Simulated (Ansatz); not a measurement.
# SiPH5O2 (SMILES O[SiH2]OP) at PBE-QIDH/6-31G(d) (spherical functions)

Aim: the vertical ionisation energy of SiPH5O2 at PBE-QIDH/6-31G* (spherical functions), from 2 runs. 

The calculation is run with Ansatz 0.2.0.

84 further runs of the same task are left out: 84 set aside as unsound or not needed.

## (1) The molecule

The species is SiPH5O2 (9 atoms), meant as a singlet with charge 0. SMILES: `O[SiH2]OP`. The shape is that of a PBE0-D4/def2-TZVP optimisation. This is one conformer, not always the lowest.

Bond lengths: O1–Si2 1.637 Å, Si2–O3 1.648 Å, O3–P4 1.646 Å, O1–H5 0.958 Å, Si2–H6 1.486 Å, Si2–H7 1.473 Å, P4–H8 1.424 Å, P4–H9 1.424 Å. Some angles: O1–Si2–O3 112.6°, Si2–O3–P4 125.8°, O1–Si2–H6 109.8°, O1–Si2–H7 106.9°, O3–Si2–H6 108.4°, O3–Si2–H7 105.8°, Si2–O1–H5 118.2°, O3–P4–H8 98.7°, O3–P4–H9 98.7°, H6–Si2–H7 113.3°.

## (2) The energy at PBE-QIDH/6-31G(d) (spherical functions)

File job.yaml:

```yaml
crystal:
  periodic: [false, false, false]
  atoms:
    - {symbol: O, position_ang: [-0.307900, 1.144300, -1.642900]}
    - {symbol: Si, position_ang: [0.817700, 0.562000, -0.606400]}
    - {symbol: O, position_ang: [0.302400, -0.778100, 0.201800]}
    - {symbol: P, position_ang: [-0.942200, -0.834900, 1.277600]}
    - {symbol: H, position_ang: [-0.998700, 1.706900, -1.290600]}
    - {symbol: H, position_ang: [1.170600, 1.605300, 0.391300]}
    - {symbol: H, position_ang: [1.964500, 0.123500, -1.421100]}
    - {symbol: H, position_ang: [-0.305900, -1.590900, 2.302600]}
    - {symbol: H, position_ang: [-1.612000, -1.984300, 0.770600]}
basis:
  gaussian: {orbitals: 6-31G_st_-spherical.json}
correlation: {frozen_orbitals: {H: 0, O: 1, P: 5, Si: 5}}
hamiltonian: {xc: {name: PBE-QIDH}}
accuracy: high
output: {orbitals: {seedname: orbitals}}
```

The basis set 6-31G* is read from a file made from the Basis Set Exchange's data (not shown).

On the command line:

```console
$ ansatz run job.yaml --threads 1 --pin off --max-ram 3480MiB --events-out events.jsonl --progress --plain --runs-dir runs
```

Output:

```text
Warning: RAYON_NUM_THREADS=1 ignored (pool sized by the plan → 1); use --threads N
Functional definition: PBE-QIDH
  name "PBE-QIDH"
  parameter a = 3^(-1/3)
  parameter c = 1/3
  exchange = (1 - a)*pbe_x + a*exact_x
  correlation = (1 - c)*pbe_c + c*(mp2_os + mp2_ss)
1669 factors; integrals over basis functions are off by at most 4.4e-9 eV
mean field evaluation 1: about -21314.4598 eV, gradient 4.7e1 eV
mean field evaluation 2: about -21314.5432 eV, gradient 4.7e1 eV
mean field evaluation 4: about -21318.4601 eV, gradient 2.5e0 eV
mean field evaluation 8: about -21318.4837 eV, gradient 3.5e-2 eV
mean field evaluation 16: about -21318.4837 eV, gradient 3.1e-5 eV
mean field -21318.48370211 eV, -783.4398258655 hartree, gradient 7.4e-8 eV, S^2 0.000000; 0 other end points of the search recorded, 0 dependent functions left out
12 core orbitals not correlated: weight in the atoms' cores, before any rotation towards them, 1.000 or more for the frozen orbitals, at most 0.000 for the correlated occupied ones
reference -21318.48370316 eV, -783.4398259040 hartree; 13, 13 occupied and 49, 49 virtual orbitals, 1669 factors
second order -16.48021169 eV of doubles, -0.00000000 eV of singles
Total energy: -21323.97710706 eV, -783.6417047736 hartree
```

It took 3.9 s on 1 thread of AMD EPYC 9R45 (Zen 5), shared host; peak memory 0.26 GiB.

## (3) The doublet cation, same level

File run.yaml:

```yaml
crystal:
  periodic: [false, false, false]
  atoms:
    - {symbol: O, position_ang: [-0.307900, 1.144300, -1.642900]}
    - {symbol: Si, position_ang: [0.817700, 0.562000, -0.606400]}
    - {symbol: O, position_ang: [0.302400, -0.778100, 0.201800]}
    - {symbol: P, position_ang: [-0.942200, -0.834900, 1.277600]}
    - {symbol: H, position_ang: [-0.998700, 1.706900, -1.290600]}
    - {symbol: H, position_ang: [1.170600, 1.605300, 0.391300]}
    - {symbol: H, position_ang: [1.964500, 0.123500, -1.421100]}
    - {symbol: H, position_ang: [-0.305900, -1.590900, 2.302600]}
    - {symbol: H, position_ang: [-1.612000, -1.984300, 0.770600]}
basis:
  gaussian: {orbitals: 6-31G_st_-spherical.json}
total_charge: 1
magnetization: {spin_polarized: true, initial_magnetization: 1}
output: {orbitals: {seedname: orbitals}}
correlation: {frozen_orbitals: {H: 0, O: 1, P: 5, Si: 5}}
accuracy: high
hamiltonian: {xc: {name: PBE-QIDH}}
```

The basis set 6-31G* is read from a file made from the Basis Set Exchange's data (not shown).

On the command line:

```console
$ ansatz run run.yaml --threads 1 --pin off --max-ram 3480MiB --events-out events.jsonl --progress --plain --runs-dir runs
```

Output, shortened:

```text
Warning: RAYON_NUM_THREADS=1 ignored (pool sized by the plan → 1); use --threads N
[... 2 set-up lines as earlier in the session ...]
[...]
1666 factors; integrals over basis functions are off by at most 4.4e-9 eV
[...]
mean field -21308.92589692 eV, -783.0885830032 hartree, gradient 4.9e-8 eV, S^2 0.759820; 2 other end points of the search recorded, 0 dependent functions left out
12 core orbitals not correlated: weight in the atoms' cores, before any rotation towards them, 1.000 or more for the frozen orbitals, at most 0.000 for the correlated occupied ones
reference -21308.92589801 eV, -783.0885830430 hartree; 13, 12 occupied and 49, 50 virtual orbitals, 1666 factors
second order -16.23122453 eV of doubles, -0.00000000 eV of singles
Total energy: -21314.33630618 eV, -783.2874118761 hartree
```

Wall time 8.4 s (1 thread of AMD EPYC 9R45 (Zen 5), shared host); peak memory 0.4 GiB.

## (4) What came out

Level: PBE-QIDH/6-31G* (spherical functions), 12 core orbitals frozen.

| quantity | value |
| --- | --- |
| singlet SiPH5O2: total energy | -783.64170 Eh |
| singlet SiPH5O2: HOMO energy (SCF part's orbitals) | -9.21 eV |
| singlet SiPH5O2: LUMO energy (SCF part's orbitals) | 1.93 eV |
| singlet SiPH5O2: HOMO–LUMO gap (SCF part's orbitals) | 11.14 eV |
| doublet cation: total energy | -783.28741 Eh |
| doublet cation: HOMO energy (SCF part's orbitals) (highest over α and β) | -15.89 eV |
| doublet cation: LUMO energy (SCF part's orbitals) (lowest over α and β) | -9.87 eV |
| doublet cation: ⟨S²⟩ | 0.760 |
| vertical ionisation energy (to the doublet cation) | 9.641 eV |

What this shows: The vertical ionisation energy comes to 9.64 eV (222 kcal/mol). −ε(HOMO) before ionisation, 9.21 eV, is 0.43 eV below this ionisation energy.
